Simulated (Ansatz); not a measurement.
# Pd (Palladium): the cost of one run

Computed with Ansatz 0.2.0 (DFT LDA, scalar-relativistic, plane waves, PAW, unless a step's input says otherwise).

1 further run of the same task is left out (set aside as unsound or not needed).

**1. The starting structure**

It takes space group Fm-3m (No. 225, cubic). Conventional cell: a = 3.839 Å, b = 3.839 Å, c = 3.839 Å, α = 90.00°, β = 90.00°, γ = 90.00°. Around Pd (site symmetry m-3m) lie 12 Pd at 2.71 Å.

As a file:

```xyz
1
Lattice="0.0000 1.9195 1.9195 1.9195 0.0000 1.9195 1.9195 1.9195 0.0000" Properties=species:S:1:pos:R:3 pbc="T T T"
Pd    0.0000    0.0000    0.0000
```

It is the result of an earlier relaxation at this level (volume 14.14 Å³/atom; gap on the mesh: none (metal)).

**2. Cutting the slab**

Miller indices refer to the conventional cell of the relaxed bulk, Fm-3m (No. 225): a = 3.839 Å, b = 3.839 Å, c = 3.839 Å, α = 90.00°, β = 90.00°, γ = 90.00°.

A (100) slab, 5.8 Å thick as cut, with 17 Å of vacuum; its outer planes are Pd (top) and Pd (bottom).

The slab as cut. Its planes from the bottom up:

```
plane  atoms per cell  height over the lowest (Å)
    1             Pd2                        0.00
    2             Pd2                        1.92
    3             Pd2                        3.84
    4             Pd2                        5.76
```

**3. The clean surface, relaxed**

Input file input.yaml:

```yaml
crystal:
  lattice:
    - [3.8389498098, 0.0, 0.0]
    - [0.0, 3.8389498098, 0.0]
    - [0.0, 0.0, 22.7584247147]
  atoms:
    - { symbol: Pd, position: [0.0, 0.5, 0.3734880646] }
    - { symbol: Pd, position: [0.5, 0.0, 0.3734880646] }
    - { symbol: Pd, position: [0.5, 0.5, 0.4578293549] }
    - { symbol: Pd, position: [0.0, 0.0, 0.4578293549] }
    - { symbol: Pd, position: [0.0, 0.5, 0.5421706451] }
    - { symbol: Pd, position: [0.5, 0.0, 0.5421706451] }
    - { symbol: Pd, position: [0.5, 0.5, 0.6265119354] }
    - { symbol: Pd, position: [0.0, 0.0, 0.6265119354] }
basis:
  ecutwfc: 420
kpoints:
  mp_grid: { grid: [8, 8, 1] }
hamiltonian:
  xc: lda
scf:
  occupations: { method: gaussian, width: 0.1 }
output:
  forces: true
  eigenvalues: true
  write_density: true
  write_potential: true
  elf: true
  volumetric_format: npy
relax:
  adjacent_minimum: "off"
  f_tol: 0.03
  max_steps: 70
  constraints: [{ sites: [0, 1, 2, 3] }]
efield:
  axis: 3
  dipole_correction: true
```

Launch:

```bash
$ ansatz run input.yaml --threads 2 --pin off --max-ram 5120MiB --backend cpu --events-out ev --progress --plain --runs-dir out
```

**Question.** How long does this run take on 2 threads of Intel Xeon Platinum 8488C (Sapphire Rapids), shared host, and how much memory does it need?

About 52 s, with a peak of 0.83 GiB.
